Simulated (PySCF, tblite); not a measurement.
# C4H12BN3: geometry, infrared bands and NMR shifts

Wanted: the infrared bands and NMR shifts of C4H12BN3 (`CN(BN)[C@@H]1C[C@@H]1N`), by calculation.

Computed with tblite 0.8.0 and PySCF 2.14.0, with density-fitted response routines of our own, on a single molecule in the gas phase. Atoms count from 0, in the outputs and in this text.

### 1 The starting structure

20 atoms, charge 0, multiplicity 1; geometry from: force field or distance geometry start.

Bonds of the start (Å): C0–N1 1.44, N1–B2 1.51, B2–N3 1.50, N1–C4 1.46, C4–C5 1.50, C5–C6 1.51, C6–N7 1.44, C6–C4 1.50, C0–H8 1.10, C0–H9 1.12, C0–H10 1.12, B2–H11 1.20, N3–H12 1.05, N3–H13 1.03, C4–H14 1.11, C5–H15 1.11, C5–H16 1.10, C6–H17 1.11, N7–H18 1.05, N7–H19 1.05.

### 2 Optimising the geometry with GFN2-xTB

The job: settings as JSON, then the geometry in Å.

```
{"job": {"kind": "relax", "xc": "GFN2-xTB", "basis": "xTB"}, "charge": 0, "multiplicity": 1}
C     -1.010900     1.568400    -0.386700
N     -0.412000     0.281400    -0.617100
B     -1.483000    -0.719100    -0.999600
N     -2.246200    -1.453700     0.066100
C      0.279000    -0.236300     0.559500
C      1.409800     0.578200     1.110900
C      1.688700    -0.704600     0.360400
N      2.325600    -0.612200    -0.929500
H     -0.267200     2.372800    -0.344300
H     -1.764600     1.706800    -1.198200
H     -1.591800     1.518200     0.564700
H     -2.036400    -0.500400    -2.038000
H     -2.378600    -0.896600     0.941500
H     -3.167500    -1.786300    -0.255900
H     -0.348600    -0.696200     1.345600
H      1.566900     0.568300     2.211200
H      1.558400     1.552500     0.614700
H      1.976200    -1.562700     1.003500
H      3.123900    -1.295300    -0.938200
H      2.773200     0.327500    -1.073600
```

On the command line:

```
> OMP_NUM_THREADS=1 python probes_run.py task.json out
```

One launch serves the whole session: the jobs run in the order shown.

**Question.** This job is followed by: GFN2-xTB harmonic vibrations, gas phase; GIAO PBE0/pcSseg-1 NMR shielding, non-relativistic, gas phase. Predict these results of the whole session: strongest single infrared mode (GFN2-xTB); zero-point energy (GFN2-xTB); ¹³C shifts against TMS (PBE0/pcSseg-1); ¹H shifts against TMS (PBE0/pcSseg-1, means over atoms taken as alike); ¹⁵N shifts against NH3 (PBE0/pcSseg-1); ¹¹B shifts against BF3·OEt2 (PBE0/pcSseg-1).

As calculated:

```
                                                              quantity                                                value
                             strongest single infrared mode (GFN2-xTB)                                1409 cm⁻¹, 231 km/mol
                                          zero-point energy (GFN2-xTB)                                       106.5 kcal/mol
                                ¹³C shifts against TMS (PBE0/pcSseg-1)                           43.2, 38.9, 37.1, 17.4 ppm
¹H shifts against TMS (PBE0/pcSseg-1, means over atoms taken as alike)  4.15, 3.16, 2.90, 2.61, 2.50, 0.87, 0.54, -0.35 ppm
                                ¹⁵N shifts against NH3 (PBE0/pcSseg-1)                                 81.5, 80.1, 42.7 ppm
                           ¹¹B shifts against BF3·OEt2 (PBE0/pcSseg-1)                                             24.1 ppm
```

In words: The optimisation took 170 steps and gained 1.867 eV; among the close pairs (by a distance rule), B2–N3 changed most, from 1.503 to 1.397 Å. No mode is imaginary among the 54: a minimum at this level. The strongest single mode, at 1409 cm⁻¹, is spread over many atoms; the largest shares are those of H9, B2. GFN2-xTB is a fitted tight-binding method: band positions and strengths are rough. Its intensities can rank the bands wrongly. At PBE0/pcSseg-1: The widest tensor belongs to N1: span 138 ppm, with a paramagnetic part of -137 ppm.
